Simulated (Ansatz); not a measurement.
**FH₄O₂Si₂ radical: up Jacob's ladder to CCSD(T)**

The task here is to estimate one member of a computed series from the others.

Method: functionals in def2-TZVPP, the program's frozen cores in correlated methods; program: Ansatz 0.2.0, Gaussian basis.

The runs, in order: PBE-D4, r2SCAN-D4, PBE0-D4, B3LYP-D4, ωB97X-V, ωB97M-V, B2PLYP; CCSD(T)/def2-TZVPP; MP2/def2-QZVPP; extrapolation to the limit.

### The relaxed structure

An earlier PBE0-D4 in a triple-zeta def2 set relaxation fixed the geometry.

SMILES `O[Si](O)(F)[SiH2]`, 9 atoms, charge 0, spin multiplicity 2.

Atoms are counted from 1 here; the program's logs count them from 0.

Bond lengths: O1–Si2 1.635 Å, O1–H6 0.959 Å, Si2–O3 1.624 Å, Si2–F4 1.603 Å, Si2–Si5 2.319 Å, O3–H7 0.960 Å, Si5–H8 1.486 Å, Si5–H9 1.488 Å. Angles: Si2–O1–H6 118.0°, O1–Si2–O3 109.0°, O1–Si2–F4 106.4°, O1–Si2–Si5 113.1°, O3–Si2–F4 110.3°, O3–Si2–Si5 106.8°, F4–Si2–Si5 111.2°, Si2–O3–H7 118.7°, Si2–Si5–H8 115.1°, Si2–Si5–H9 113.1°, H8–Si5–H9 110.5°.

Geometry (Å):

```xyz
9

O    -1.25428    0.54488    1.18935
Si   -0.21161   -0.33002    0.28340
O     0.80791   -1.12191    1.26855
F    -1.10019   -1.37048   -0.55124
Si    1.09133    0.97725   -1.12012
H    -2.11905    0.73450    0.82192
H     0.44672   -1.59076    2.02396
H     2.04510    0.22586   -1.97758
H     0.29407    1.93069   -1.93823
```

The first run:

File in.yaml:

```yaml
crystal:
  periodic: [false, false, false]
  atoms:
    - {symbol: O, position_ang: [-1.254284, 0.544884, 1.189347]}
    - {symbol: Si, position_ang: [-0.211606, -0.330021, 0.283401]}
    - {symbol: O, position_ang: [0.807908, -1.121915, 1.268548]}
    - {symbol: F, position_ang: [-1.100189, -1.370485, -0.551240]}
    - {symbol: Si, position_ang: [1.091325, 0.977253, -1.120116]}
    - {symbol: H, position_ang: [-2.119053, 0.734501, 0.821920]}
    - {symbol: H, position_ang: [0.446725, -1.590765, 2.023963]}
    - {symbol: H, position_ang: [2.045102, 0.225862, -1.977585]}
    - {symbol: H, position_ang: [0.294071, 1.930687, -1.938229]}
basis:
  gaussian: {orbitals: def2-TZVPP}
magnetization: {spin_polarized: true, initial_magnetization: 1}
hamiltonian: {xc: pbe, dispersion: d4}
output: {forces: true, orbitals: {seedname: orbitals}}
```

On the command line:

```console
$ ansatz run in.yaml --threads 2 --pin off --events-out ev --progress --plain --max-ram 32768MiB --backend cpu
```

Steps of the session up to this table: PBE-D4 (GGA); r2SCAN-D4 (meta-GGA); PBE0-D4 (hybrid); B3LYP-D4 (hybrid); ωB97X-V (range-separated); ωB97M-V (range-separated); B2PLYP (double hybrid); CCSD(T) in def2-TZVPP; MP2 in def2-QZVPP.

One table of the session follows, with a row left open; its other results are not shown here.

```
            method  atomisation energy (kJ/mol)
            PBE-D4                       3320.9
         r2SCAN-D4                       3307.4
           PBE0-D4                       3247.6
          B3LYP-D4                       3270.0
           ωB97X-V                       3300.7
           ωB97M-V                       3290.6
            B2PLYP                       3245.7
     HF/def2-TZVPP                       2366.7
    MP2/def2-TZVPP                       3289.2
   CCSD/def2-TZVPP                            ?
CCSD(T)/def2-TZVPP                       3200.9
           MP2/CBS                       3398.2
       CCSD(T)/CBS                       3309.9
```

Estimate the missing values for CCSD/def2-TZVPP.

As computed: atomisation energy (kJ/mol): 3152.0. In the column «atomisation energy (kJ/mol)» it lies between HF/def2-TZVPP (2366.7) and CCSD(T)/def2-TZVPP (3200.9).
